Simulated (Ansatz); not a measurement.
# Sn: the cost of one run

Method: DFT PBEsol, scalar-relativistic, plane waves, PAW, in Ansatz 0.2.0.

1 further run of the same task is left out (set aside as unsound or not needed). Runs told in other sessions of the task aren't counted.

**1. The structure to begin with**

Symmetry: P6_3/mmc, No. 194, hexagonal system. The conventional cell has a = 2.944 Å, b = 2.944 Å, c = 5.610 Å, α = 90.00°, β = 90.00°, γ = 120.00°. Around Cd (site symmetry -6m2) lie 12 Cd at 2.94 to 3.28 Å.

Coordinates:

```xyz
2
Lattice="2.9442 0.0000 0.0000 -1.4721 2.5498 0.0000 0.0000 0.0000 5.6103" Properties=species:S:1:pos:R:3 pbc="T T T"
Cd    0.0000    1.6998    1.4026
Cd    1.4721    0.8499    4.2077
```

It is the result of an earlier relaxation at this level (volume 21.06 Å³/atom; gap on the mesh: none (metal)).

**2. Cd → Sn: the starting cell**

Sn starts from the relaxed positions of Cd, with all lengths scaled by 0.976, a guess from tabulated radii.

**3. Probe: one point at the start (Sn)**

Contents of input.yaml:

```yaml
crystal:
  lattice:
    - [2.8743192949, 0.0, 0.0]
    - [-1.4371596474, 2.489233528, 0.0]
    - [0.0, 0.0, 5.4771277438]
  atoms:
    - { symbol: Sn, position: [0.3333333333, 0.6666666667, 0.25] }
    - { symbol: Sn, position: [0.6666666667, 0.3333333333, 0.75] }
basis:
  ecutwfc: 420
kpoints:
  mp_grid: { grid: [6, 6, 4] }
hamiltonian:
  xc: pbesol
scf:
  occupations: { method: gaussian, width: 0.1 }
output:
  forces: true
  stress: true
  eigenvalues: true
```

Run with:

```console
> ansatz run input.yaml --threads 1 --pin off --max-ram 2560MiB --backend cpu --events-out ev --progress --plain --runs-dir out
```

What time and memory should one allow on 1 thread of Arm Neoverse V1, shared host?

About 1 s, with a peak of 0.27 GiB.
